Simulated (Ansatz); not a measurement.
# FH3SSn: basis-set convergence

How large a basis does FH3SSn need? Two functionals are run in growing sets.

Method: one geometry, several basis sets; program: Ansatz 0.2.0, Gaussian basis.

Levels to be run: PBE0-D4/def2-SVP; ωB97M-V/def2-SVP; PBE0-D4/def2-QZVPP; ωB97M-V/def2-QZVPP; the functionals' def2-TZVPP values are taken from earlier runs.

1 further run of the same task is left out (it didn't finish).

### 1 Structure used throughout

An earlier PBE0-D4 in a triple-zeta def2 set relaxation fixed the geometry. Sn takes the def2 core potential; no spin-orbit term is included.

SMILES `[F][SnH2][SH]`, 6 atoms, charge 0, spin multiplicity 1.

Atoms are counted from 1 here; the program's logs count them from 0.

Bond lengths: F1–Sn2 1.924 Å, Sn2–S3 2.380 Å, Sn2–H4 1.696 Å, Sn2–H5 1.699 Å, S3–H6 1.344 Å. Angles: F1–Sn2–S3 107.4°, F1–Sn2–H4 105.3°, F1–Sn2–H5 103.8°, S3–Sn2–H4 109.0°, S3–Sn2–H5 112.1°, H4–Sn2–H5 118.4°, Sn2–S3–H6 93.3°.

### 2 PBE0-D4 in def2-SVP

File in.yaml:

```yaml
crystal:
  periodic: [false, false, false]
  atoms:
    - {symbol: F, position_ang: [-1.940320, 0.027310, 0.559620]}
    - {symbol: Sn, position_ang: [-0.320129, -0.028486, -0.476055]}
    - {symbol: S, position_ang: [1.406187, -0.837051, 0.948616]}
    - {symbol: H, position_ang: [-0.609935, -1.170169, -1.696910]}
    - {symbol: H, position_ang: [-0.071652, 1.590279, -0.927441]}
    - {symbol: H, position_ang: [1.577849, 0.354116, 1.545969]}
basis:
  gaussian: {orbitals: def2-SVP}
hamiltonian: {xc: pbe0, dispersion: d4}
output: {orbitals: {seedname: orbitals}}
```

The run is started by

```sh
$ ansatz run in.yaml --threads 2 --pin off --events-out ev --progress --plain --max-ram 22528MiB --backend cpu
```

Further steps of the session: ωB97M-V in def2-SVP; PBE0-D4 in def2-QZVPP; ωB97M-V in def2-QZVPP.

Q: Predict the results of all the runs planned. Wanted: PBE0-D4: double and triple zeta above quadruple; ωB97M-V: double and triple zeta above quadruple.

As calculated:

| quantity | value |
| --- | --- |
| PBE0-D4: double and triple zeta above quadruple | 8.25, 0.57 eV |
| ωB97M-V: double and triple zeta above quadruple | 8.32, 0.54 eV |

**Reading.** PBE0-D4 gains 7.69 eV from double to triple zeta, then 0.57 eV more. Total energies overstate the basis error of differences, where much of it tends to cancel. The LUMO of ωB97M-V is positive and keeps falling with the basis (1.48 to 0.67 eV): an unbound level that the basis holds in place.
